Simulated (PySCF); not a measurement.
# [PbH5]−: other functionals and bases at one geometry

An exercise on one series of results from a longer session: the logs are not shown, and one member is left open.

Method: several levels, as the steps say, no spin–orbit coupling; program: PySCF 2.14.0.

3 further runs of the same task are left out: 2 for a known fault of the program, 1 that didn't finish.

## The system as given

6 atoms, charge -1, spin multiplicity 1.

Bond lengths: Pb1–H2 1.979 Å, Pb1–H3 1.979 Å, Pb1–H4 1.873 Å, Pb1–H5 1.873 Å, Pb1–H6 1.873 Å. Angles: H2–Pb1–H3 180.0°, H2–Pb1–H4 90.0°, H2–Pb1–H5 90.0°, H2–Pb1–H6 90.0°, H3–Pb1–H4 90.0°, H3–Pb1–H5 90.0°, H3–Pb1–H6 90.0°, H4–Pb1–H5 120.0°, H4–Pb1–H6 120.0°, H5–Pb1–H6 120.0°.

Geometry (Å):

```xyz
6

Pb    0.0000    0.0000    0.0000
H     0.0000    0.0000    1.9793
H     0.0000    0.0000   -1.9793
H     1.8735    0.0000    0.0000
H    -0.9367    1.6225    0.0000
H    -0.9367   -1.6224    0.0000
```

Formal oxidation states: Pb +4. An earlier session relaxed this geometry at BP86, Pb def2-SVP with ECP60, H def2-SVP (singlet, point group D3h).

At BP86 on the finer grid: E = -195.906284 Eh, HOMO 0.83 eV, LUMO 3.33 eV, Mulliken charge on Pb1 +0.13 e, largest force component 0.001 eV/Å. The highest filled level lies above zero; it isn't the detachment energy.

Levels to run: revPBE; PBE0; TPSS; PBE; BP86, TZVP; BP86, x2c-SVP. Hardware: 2 threads of AMD EPYC 7R43 (Zen 3), shared host.

Set-up of the first run:

Input file run.py (the lines that set the calculation):

```python
mol = gto.M(atom='''
Pb     0.00000     0.00000     0.00000
H      0.00000     0.00000     1.97931
H      0.00000     0.00000    -1.97931
H      1.87345    -0.00002     0.00000
H     -0.93671     1.62246     0.00000
H     -0.93674    -1.62244     0.00000''',
    basis={'Pb': 'def2-SVP', 'H': 'def2-SVP'},
    ecp={'Pb': 'def2-SVP'},
    charge=-1, spin=0)
mf = dft.RKS(mol, xc='PBE_R,PBE')
mf.grids.atom_grid = (75, 302)
mf = mf.density_fit()  # fitting sets: Pb def2-universal-JKFIT, H def2-universal-JKFIT
mf.conv_tol = 1e-08; mf.max_cycle = 55
mf.kernel(dm0)  # dm0: the density of the relaxed state
```

Started as:

```sh
> OMP_NUM_THREADS=2 python run.py
```

Among the steps run: revPBE; PBE0; TPSS; PBE; BP86, TZVP; BP86, x2c-SVP.

One table of the session follows, with a row left open; its other results are not shown here.

```
              level  HOMO (eV)  gap (eV)  charge on Pb1 (e)  largest force component (eV/Å)
BP86 (relaxed here)       0.83      2.50               0.13                            0.00
             revPBE       0.97      2.57               0.16                            0.05
               PBE0      -0.02      4.28               0.20                            0.27
               TPSS       0.72      2.78               0.26                            0.11
                PBE       0.97      2.53               0.10                            0.01
         BP86, TZVP       0.51      2.28               0.29                            0.12
      BP86, x2c-SVP          ?         ?                  ?                               ?
```

Q: Estimate the row for BP86, x2c-SVP from the others.

As computed: HOMO (eV): 0.82; gap (eV): 2.53; charge on Pb1 (e): 0.19; largest force component (eV/Å): 0.09. In the column «HOMO (eV)» it lies between TPSS (0.72) and BP86 (relaxed here) (0.83).

In one basis the HOMO–LUMO gap runs from 2.50 eV (BP86) to 4.28 eV (PBE0). The largest leftover force, 0.27 eV/Å with PBE0, stands at a geometry relaxed at another level. Total energies of different levels can't be compared.
